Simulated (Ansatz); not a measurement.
# Cd3TePb4: the cost of one run

Computed with Ansatz 0.2.0 (DFT PBE, scalar-relativistic, plane waves, PAW, unless a step names another level, unless a step's input says otherwise).

5 further runs of the same task are left out: 3 that didn't finish, 2 set aside as unsound or not needed.

**1. Starting point**

The structure is cubic, space group Im-3m (No. 229). The conventional cell has a = 7.778 Å, b = 7.778 Å, c = 7.778 Å, α = 90.00°, β = 90.00°, γ = 90.00°. Cd (site symmetry 4/mmm) has 8 Pb at 3.37 Å as nearest neighbours. Te (site symmetry m-3m) is surrounded by 8 Pb at 3.37 Å. Pb (site symmetry -3m) has 6 Cd at 3.37 Å and 2 Te at 3.37 Å as nearest neighbours.

Coordinates:

```xyz
8
Lattice="-3.8891 3.8891 3.8891 3.8891 -3.8891 3.8891 3.8891 3.8891 -3.8891" Properties=species:S:1:pos:R:3 pbc="T T T"
Cd    3.8891    0.0000    0.0000
Cd    0.0000    3.8891    0.0000
Cd    0.0000    0.0000    3.8891
Te    0.0000    0.0000    0.0000
Pb    1.9445    1.9445    1.9445
Pb    1.9445    1.9445   -1.9445
Pb    1.9445   -1.9445    1.9445
Pb   -1.9445    1.9445    1.9445
```

It came out lowest among 15 distinct ends of the trial cells. At a tolerance of 0.05 Å it has space group Im-3m (No. 229).

**2. Relaxing to 0.001 eV/Å, on the response runs' mesh and smearing**

input.yaml

```yaml
crystal:
  lattice:
    - [-3.8890764704, 3.8890764704, 3.8890764704]
    - [3.8890764704, -3.8890764704, 3.8890764704]
    - [3.8890764704, 3.8890764704, -3.8890764704]
  atoms:
    - { symbol: Cd, position: [0.0, 0.5, 0.5] }
    - { symbol: Cd, position: [0.5, 0.0, 0.5] }
    - { symbol: Cd, position: [0.5, 0.5, 0.0] }
    - { symbol: Te, position: [0.0, 0.0, 0.0] }
    - { symbol: Pb, position: [0.5, 0.5, 0.5] }
    - { symbol: Pb, position: [0.0, 0.0, 0.5] }
    - { symbol: Pb, position: [0.0, 0.5, 0.0] }
    - { symbol: Pb, position: [0.5, 0.0, 0.0] }
basis:
  ecutwfc: 420
kpoints:
  mp_grid: { grid: [6, 6, 6] }
hamiltonian:
  xc: pbe
scf:
  occupations: { method: gaussian, width: 0.1 }
output:
  forces: true
  stress: true
  eigenvalues: true
relax:
  adjacent_minimum: "off"
  f_tol: 0.001
  max_steps: 60
  cell: { stress_tol: 0.01 }
```

The run is started by

```sh
$ ansatz run input.yaml --threads 3 --pin off --max-ram 7680MiB --backend cpu --events-out ev --progress --plain --runs-dir out
```

Q: Estimate wall time and peak memory on 3 threads of Intel Xeon at 2.70GHz, shared host.

About 16 s, with a peak of 0.82 GiB.
